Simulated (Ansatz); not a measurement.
# SiSbH₅: how energies converge with the basis set

One table from this session's results is given with a row withheld; the runs are named, their logs left out.

The runs use Ansatz 0.2.0, Gaussian basis; one geometry, several basis sets.

Plan: PBE0-D4/def2-SVP; ωB97M-V/def2-SVP; PBE0-D4/def2-QZVPP; ωB97M-V/def2-QZVPP; the functionals' def2-TZVPP values are taken from earlier runs.

## The relaxed structure

All runs share one geometry, relaxed beforehand with PBE0-D4 in a triple-zeta def2 set. Sb takes the def2 core potential; no spin-orbit term is included.

SMILES `[SiH3][SbH2]`, 7 atoms, charge 0, spin multiplicity 1.

Atoms are counted from 1 here; the program's logs count them from 0.

Bond lengths: Si1–Sb2 2.574 Å, Si1–H3 1.487 Å, Si1–H4 1.487 Å, Si1–H5 1.485 Å, Sb2–H6 1.708 Å, Sb2–H7 1.709 Å. Angles: Sb2–Si1–H3 108.7°, Sb2–Si1–H4 108.6°, Sb2–Si1–H5 112.8°, H3–Si1–H4 108.6°, H3–Si1–H5 109.1°, H4–Si1–H5 109.1°, Si1–Sb2–H6 91.0°, Si1–Sb2–H7 90.9°, H6–Sb2–H7 91.5°.

Geometry (Å):

```xyz
7

Si   -0.6481   -0.5393   -0.4471
Sb    1.1767    0.1378    1.2374
H    -1.8828   -0.8894    0.3039
H    -0.1877   -1.7434   -1.1883
H    -0.9614    0.5386   -1.4199
H     0.4242    1.6510    1.4885
H     2.1405    0.7767   -0.0203
```

Set-up of the first run:

Input file in.yaml:

```yaml
crystal:
  periodic: [false, false, false]
  atoms:
    - {symbol: Si, position_ang: [-0.648085, -0.539314, -0.447082]}
    - {symbol: Sb, position_ang: [1.176677, 0.137814, 1.237380]}
    - {symbol: H, position_ang: [-1.882825, -0.889447, 0.303868]}
    - {symbol: H, position_ang: [-0.187742, -1.743379, -1.188290]}
    - {symbol: H, position_ang: [-0.961448, 0.538594, -1.419863]}
    - {symbol: H, position_ang: [0.424213, 1.650988, 1.488510]}
    - {symbol: H, position_ang: [2.140511, 0.776745, -0.020324]}
basis:
  gaussian: {orbitals: def2-SVP}
hamiltonian: {xc: pbe0, dispersion: d4}
output: {orbitals: {seedname: orbitals}}
```

Launch:

```bash
$ ansatz run in.yaml --threads 2 --pin off --events-out ev --progress --plain --max-ram 32768MiB --backend cpu
```

Among the steps run: PBE0-D4 in def2-SVP; ωB97M-V in def2-SVP; PBE0-D4 in def2-QZVPP; ωB97M-V in def2-QZVPP.

One of the session's tables, all rows but one given; the rest of the session is left out.

```
functional       basis  HOMO (eV)
   PBE0-D4    def2-SVP      -7.22
   PBE0-D4  def2-TZVPP      -7.25
   PBE0-D4  def2-QZVPP      -7.26
   ωB97M-V    def2-SVP      -9.18
   ωB97M-V  def2-TZVPP          ?
   ωB97M-V  def2-QZVPP      -9.25
```

Estimate the missing values for ωB97M-V, def2-TZVPP.

As computed: HOMO (eV): -9.24. In the column «HOMO (eV)» it lies between ωB97M-V, def2-QZVPP (-9.25) and ωB97M-V, def2-SVP (-9.18).
